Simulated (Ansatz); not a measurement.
# LiAsH+ (quintet): the correlation ladder, 6-31G

One table from this session's results is given with a row withheld; the runs are named, their logs left out.

Method: 6-31G, core rule «outside noble gas», up to 15 orbitals frozen; program: Ansatz 0.2.0, Gaussian basis.

Plan: UHF; CCSD(T) on ROHF; CCSD(T) on UHF; BCCD(T) on ROHF; CISD; CCSDT(Q) on ROHF; CCSDT(Q) on UHF; CISDTQ; Full CI.

32 further runs of the same task are left out: 12 for a known fault of the program, 10 that didn't finish, 10 set aside as unsound or not needed.

### What is computed

The geometry is a PBE0/def2-TZVP stationary point (not a proven minimum) of the parent state, kept for this charge and spin. No spin-orbit coupling is included. The filled d shell of As may be among the frozen orbitals whatever the setting's name suggests; the logs give the count.

3 atoms, charge 1, spin multiplicity 5.

Atoms are counted from 1 here; the program's logs count them from 0.

Bond lengths: As1–H3 1.539 Å.

Coordinates:

```
As    0.00000    0.00000    0.67053
Li    0.00000    0.00000   -2.88027
H     0.00000    0.00000    2.20973
```

Set-up of the first run:

File in.yaml:

```yaml
crystal:
  periodic: [false, false, false]
  atoms:
    - {symbol: As, position_ang: [0.000000, 0.000000, 0.670533]}
    - {symbol: Li, position_ang: [0.000000, 0.000000, -2.880267]}
    - {symbol: H, position_ang: [0.000000, 0.000000, 2.209733]}
basis:
  gaussian: {orbitals: 6-31G}
total_charge: 1
magnetization: {spin_polarized: true, initial_magnetization: 4}
hamiltonian: {xc: hf}
output: {orbitals: {seedname: orbitals}}
```

The run is started by

```bash
$ ansatz run in.yaml --threads 1 --pin off --events-out ev --progress --plain --max-ram 2393MiB
```

Among the steps run: UHF; CCSD(T) on ROHF; CCSD(T) on UHF; BCCD(T) on ROHF; CISD; CCSDT(Q) on ROHF; CCSDT(Q) on UHF; CISDTQ; Full CI.

One of the session's tables, all rows but one given; the rest of the session is left out.

```
   method  from FCI (meV)
     ROHF         +1018.6
      UHF          +928.3
     RMP2          +297.2
     UMP2          +307.8
     CISD           +10.8
    RCCSD           +13.9
    UCCSD            +9.2
 RCCSD(T)            +3.5
 UCCSD(T)            -0.9
  BCCD(T)            +3.7
   RCCSDT            -0.3
   UCCSDT            -4.6
   CISDTQ               ?
RCCSDT(Q)            -0.3
UCCSDT(Q)            -4.7
      FCI               0
```

Estimate the missing values for CISDTQ.

**Answer.** from FCI (meV): +0.3. In the column «from FCI (meV)» it lies between FCI (0) and RCCSD(T) (+3.5).

To keep in mind: UCCSDT, UCCSDT(Q) fall below full CI: unrestricted runs freeze a spin-polarised core, another one than full CI's, and coupled cluster isn't variational. Levels on UHF freeze UHF's core orbitals, full CI those of ROHF, so the U rows can settle a little off it for that reason alone. Restricted and unrestricted rows rest on different reference determinants; where their highest levels disagree by more than a few hundredths of an eV, they describe different states and don't form one ladder.
